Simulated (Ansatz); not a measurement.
Runs of Ansatz 0.2.0 on MgB. Symmetry: Pm-3m, No. 221, cubic system. The conventional cell has a = 2.895 Å, b = 2.895 Å, c = 2.895 Å, α = 90.00°, β = 90.00°, γ = 90.00°. Around Mg (site symmetry m-3m) lie 8 B at 2.51 Å. Around B (site symmetry m-3m) lie 8 Mg at 2.51 Å. The cell was built by a generator and needn't be a form met in nature.

```tsv
task	level	cell	k mesh	cutoff (eV)	points for each segment of the path	atoms under strain	gap on the mesh (eV)	pressure (GPa)
band structure	r2SCAN	as given	9 × 9 × 9	500	14	-	none	-0.8
relaxation of cell and atoms	r2SCAN+rVV10	relaxed	9 × 9 × 9	500	-	-	none	0.0
band structure	LDA	as given	9 × 9 × 9	420	14	-	none	-5.1
density of states	PBE	as given	9 × 9 × 9	420	-	-	none	0.2
single point	PBE	as given	13 × 13 × 13	420	-	-	none	0.2
elastic constants	LDA	as given	8 × 8 × 8	420	-	relaxed	none	-4.8
band structure	BLYP	as given	9 × 9 × 9	420	14	-	none	(a)
```

Alike in all rows: potentials or basis Ansatz PAW; no spin polarisation; smearing fermi-dirac 0.05 eV.

Estimate the missing entries.

(a) 2.6.

Caveats: the PAW data sets come from PBE, with cores solved anew for the run's functional, which leaves a small shift of forces and pressure (some runs); the plane-wave basis is chosen anew once the cell has moved, so the energies of steps on either side of that aren't comparable (some runs); the cell is more than 3 GPa from zero pressure, which shifts response properties (some runs); elastic constants of metals need much finer meshes, so these are rough (some runs).

A gap of «none» marks a metal or a gap under the smearing width.
